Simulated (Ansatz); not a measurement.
# NaMgH4SO6F (Uklonskovite): the cost of one run

Method: DFT, PBE, plane-wave PAW, default files, scalar-relativistic, as far as a step names no other, in Ansatz 0.2.0.

1 further run of the same task is left out (it didn't finish).

### Step 1. Starting point

The structure is monoclinic, space group P2_1/m (No. 11). The conventional cell has a = 5.734 Å, b = 7.214 Å, c = 7.202 Å, α = 90.00°, β = 113.23°, γ = 90.00°. Around Na (site symmetry m) lie 1 F at 2.27 Å and 3 O at 2.35 to 2.46 Å. Around Mg (site symmetry -1) lie 2 F at 1.95 Å and 4 O at 2.08 to 2.10 Å. H (site symmetry 1) is surrounded by 1 O at 0.79 Å. H (site symmetry 1) is surrounded by 1 O at 0.77 Å. S (site symmetry m) is surrounded by 4 O at 1.45 to 1.49 Å. O (site symmetry 1) has 1 S at 1.48 Å and 1 Mg at 2.10 Å as nearest neighbours. Around O (site symmetry m) lie 1 S at 1.49 Å. O (site symmetry m) is surrounded by 1 S at 1.45 Å. Only part of the 10 independent sites is listed.

As a file:

```xyz
28
Lattice="5.7340 0.0000 0.0000 0.0000 7.2140 0.0000 -2.8406 0.0000 6.6181" Properties=species:S:1:pos:R:3 pbc="T T T"
Na    3.0677    5.4105    1.2972
Na   -0.1743    1.8035    5.3210
Mg    0.0000    0.0000    0.0000
Mg    0.0000    3.6070    0.0000
H     0.7087    4.1985    2.2899
H     2.1847    0.5915    4.3283
H     2.1847    3.0155    4.3283
H     0.7087    6.6225    2.2899
H     1.4986    3.2824    1.9590
H     1.3947    6.8894    4.6592
H     1.3947    3.9316    4.6592
H     1.4986    0.3246    1.9590
S     4.0222    1.8035    2.0311
S    -1.1288    5.4105    4.5870
O     4.0939    3.0017    1.1668
O    -1.2005    6.6087    5.4514
O    -1.2005    4.2123    5.4514
O     4.0939    0.6053    1.1668
O     2.6819    1.8035    2.6916
O     0.2115    5.4105    3.9265
O    -0.6560    1.8035    3.0258
O     3.5493    5.4105    3.5923
O     1.1553    3.9201    1.7048
O     1.7381    0.3131    4.9133
O     1.7381    3.2939    4.9133
O     1.1553    6.9009    1.7048
F     5.0169    5.4105    0.1370
F    -2.1236    1.8035    6.4811
```

### Step 2. First run, atoms as given

File input.yaml:

```yaml
crystal:
  lattice:
    - [5.734, 0.0, 0.0]
    - [0.0, 7.214, 0.0]
    - [-2.8406352649, 0.0, 6.6181262674]
  atoms:
    - { symbol: Na, position: [0.6321, 0.75, 0.196] }
    - { symbol: Na, position: [0.3679, 0.25, 0.804] }
    - { symbol: Mg, position: [0.0, 0.0, 0.0] }
    - { symbol: Mg, position: [0.0, 0.5, 0.0] }
    - { symbol: H, position: [0.295, 0.582, 0.346] }
    - { symbol: H, position: [0.705, 0.082, 0.654] }
    - { symbol: H, position: [0.705, 0.418, 0.654] }
    - { symbol: H, position: [0.295, 0.918, 0.346] }
    - { symbol: H, position: [0.408, 0.455, 0.296] }
    - { symbol: H, position: [0.592, 0.955, 0.704] }
    - { symbol: H, position: [0.592, 0.545, 0.704] }
    - { symbol: H, position: [0.408, 0.045, 0.296] }
    - { symbol: S, position: [0.8535, 0.25, 0.3069] }
    - { symbol: S, position: [0.1465, 0.75, 0.6931] }
    - { symbol: O, position: [0.8013, 0.4161, 0.1763] }
    - { symbol: O, position: [0.1987, 0.9161, 0.8237] }
    - { symbol: O, position: [0.1987, 0.5839, 0.8237] }
    - { symbol: O, position: [0.8013, 0.0839, 0.1763] }
    - { symbol: O, position: [0.6692, 0.25, 0.4067] }
    - { symbol: O, position: [0.3308, 0.75, 0.5933] }
    - { symbol: O, position: [0.1121, 0.25, 0.4572] }
    - { symbol: O, position: [0.8879, 0.75, 0.5428] }
    - { symbol: O, position: [0.3291, 0.5434, 0.2576] }
    - { symbol: O, position: [0.6709, 0.0434, 0.7424] }
    - { symbol: O, position: [0.6709, 0.4566, 0.7424] }
    - { symbol: O, position: [0.3291, 0.9566, 0.2576] }
    - { symbol: F, position: [0.8852, 0.75, 0.0207] }
    - { symbol: F, position: [0.1148, 0.25, 0.9793] }
kpoints:
  mp_grid: { grid: [4, 3, 3] }
scf:
  occupations: { method: fermi_dirac, width: 0.02 }
hamiltonian:
  xc: pbe
  pseudopotentials: { kind: paw }
output:
  forces: true
  stress: true
  populations: true
  efg:
    quadrupole_moments_barn: { Na: 0.104, Mg: 0.1994, H: 0.00285783, S: -0.0694, O: -0.02558 }
    contact_densities: true
  write_density: true
  write_potential: true
  elf: true
  volumetric_format: npy
```

On the command line:

```
> ansatz run input.yaml --threads 1 --pin off --max-ram 3072MiB --backend cpu --events-out ev --progress --plain --runs-dir out
```

**Question.** How long does this run take on 1 thread of Arm Neoverse V1, shared host, and how much memory does it need?

About 46 s, with a peak of 0.7 GiB.
